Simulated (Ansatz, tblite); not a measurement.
# The cluster Cs3Cl3: rung by rung

An exercise on one series of results from a longer session: the logs are not shown, and one member is left open.

Computed with Ansatz 0.2.0, Gaussian basis. Level: as each input shows.

Levels to be run: GFN1-xTB, GFN2-xTB, PBE-D4/def2-TZVP, r2SCAN-D4/def2-TZVP, r2SCAN0-D4/def2-TZVP, B97M-V/def2-TZVP, LC-ωPBE/def2-TZVP, B2PLYP/def2-TZVP, BLYP-D4/def2-TZVP, PBE-QIDH/def2-TZVP, HSE06-D4/def2-TZVP, PBE-D4/def2-SVP, PBE0-D4/def2-SVP, PBE0-D4/def2-TZVPD, PBE-D4/def2-TZVPD, r2SCAN-D4/def2-TZVPD, CCSD(T)/def2-SVP, MP2/def2-TZVP, RPA/def2-TZVP.

### The structure

The singlet was relaxed beforehand with PBE0-D4/def2-SVP. At that level it is the lowest of the isomers that a small search found.

6 atoms, charge 0, spin multiplicity 1.

Bond lengths: Cs1–Cl4 3.160 Å, Cs1–Cl5 3.159 Å, Cs2–Cl4 3.390 Å, Cs2–Cl5 3.408 Å, Cs2–Cl6 3.157 Å, Cs3–Cl4 3.406 Å, Cs3–Cl5 3.390 Å, Cs3–Cl6 3.156 Å. Angles: Cl4–Cs1–Cl5 76.9°, Cl4–Cs2–Cl5 70.6°, Cl4–Cs2–Cl6 91.2°, Cl5–Cs2–Cl6 91.0°, Cl4–Cs3–Cl5 70.6°, Cl4–Cs3–Cl6 90.9°, Cl5–Cs3–Cl6 91.3°, Cs1–Cl4–Cs2 94.1°, Cs1–Cl4–Cs3 93.8°, Cs2–Cl4–Cs3 74.6°, Cs1–Cl5–Cs2 93.8°, Cs1–Cl5–Cs3 94.1°, Cs2–Cl5–Cs3 74.6°, Cs2–Cl6–Cs3 81.4°.

Cs takes a core potential in the def2 sets. No spin-orbit coupling is included.

PBE0-D4/def2-TZVP was run before; its log isn't repeated, and its numbers join the tables.

Set-up of the first run:

Tight binding, by tblite at 300 K electronic temperature and without a spin-polarisation term:

```python
tblite.interface.Calculator('GFN1-xTB', numbers, positions, charge=0, uhf=0).singlepoint()
```

Tight binding, by tblite at 300 K electronic temperature and without a spin-polarisation term:

```python
tblite.interface.Calculator('GFN2-xTB', numbers, positions, charge=0, uhf=0).singlepoint()
```

start.molden holds the orbitals of an earlier run on this state, given as this run's starting guess.

Contents of in.yaml:

```yaml
crystal:
  periodic: [false, false, false]
  atoms:
    - {symbol: Cs, position_ang: [-3.233972, -0.472949, 0.900128]}
    - {symbol: Cs, position_ang: [0.553781, -0.871796, -2.014949]}
    - {symbol: Cs, position_ang: [1.244443, 1.135555, 1.512970]}
    - {symbol: Cl, position_ang: [-0.385776, -1.826573, 1.099638]}
    - {symbol: Cl, position_ang: [-1.360987, 1.573296, -0.611927]}
    - {symbol: Cl, position_ang: [3.182503, 0.462476, -0.885849]}
basis:
  gaussian: {orbitals: def2-TZVP, initial_orbitals: start.molden}
hamiltonian: {xc: pbe, dispersion: d4}
scf: {omitted_lower_state_checks: [starts]}
output: {orbitals: {seedname: orbitals}}
```

Command:

```
> ansatz run in.yaml --threads 4 --pin off --events-out ev --progress --plain --max-ram 3916MiB
```

Among the steps run: PBE-D4/def2-TZVP; r2SCAN-D4/def2-TZVP; r2SCAN0-D4/def2-TZVP; B97M-V/def2-TZVP; LC-ωPBE/def2-TZVP; B2PLYP/def2-TZVP; BLYP-D4/def2-TZVP; PBE-QIDH/def2-TZVP; HSE06-D4/def2-TZVP; PBE-D4/def2-SVP; PBE0-D4/def2-SVP; PBE0-D4/def2-TZVPD; PBE-D4/def2-TZVPD; r2SCAN-D4/def2-TZVPD; CCSD(T)/def2-SVP; MP2/def2-TZVP; RPA/def2-TZVP.

One table of the session follows, with a row left open; its other results are not shown here.

| level | HOMO (eV) | LUMO (eV) | gap (eV) |
| --- | --- | --- | --- |
| PBE-D4/def2-SVP | -4.56 | -1.52 | 3.04 |
| PBE-D4/def2-TZVP | -4.81 | -1.46 | 3.35 |
| PBE-D4/def2-TZVPD | -4.85 | -1.44 | 3.40 |
| BLYP-D4/def2-TZVP | -4.63 | -1.45 | 3.18 |
| r2SCAN-D4/def2-TZVP | -5.06 | -0.84 | 4.22 |
| r2SCAN-D4/def2-TZVPD | -5.09 | -0.80 | 4.29 |
| B97M-V/def2-TZVP | -5.08 | -1.34 | 3.74 |
| PBE0-D4/def2-SVP | -5.81 | -1.05 | 4.75 |
| PBE0-D4/def2-TZVP | ? | ? | ? |
| PBE0-D4/def2-TZVPD | -6.11 | -0.98 | 5.13 |
| r2SCAN0-D4/def2-TZVP | -6.27 | -0.64 | 5.62 |
| HSE06-D4/def2-TZVP | -5.68 | -1.27 | 4.41 |
| LC-ωPBE/def2-TZVP | -8.80 | -0.11 | 8.69 |

Q: Estimate the row for PBE0-D4/def2-TZVP from the others.

As computed: HOMO (eV): -6.08; LUMO (eV): -1.00; gap (eV): 5.08. In the column «HOMO (eV)» it lies between PBE0-D4/def2-TZVPD (-6.11) and PBE0-D4/def2-SVP (-5.81).
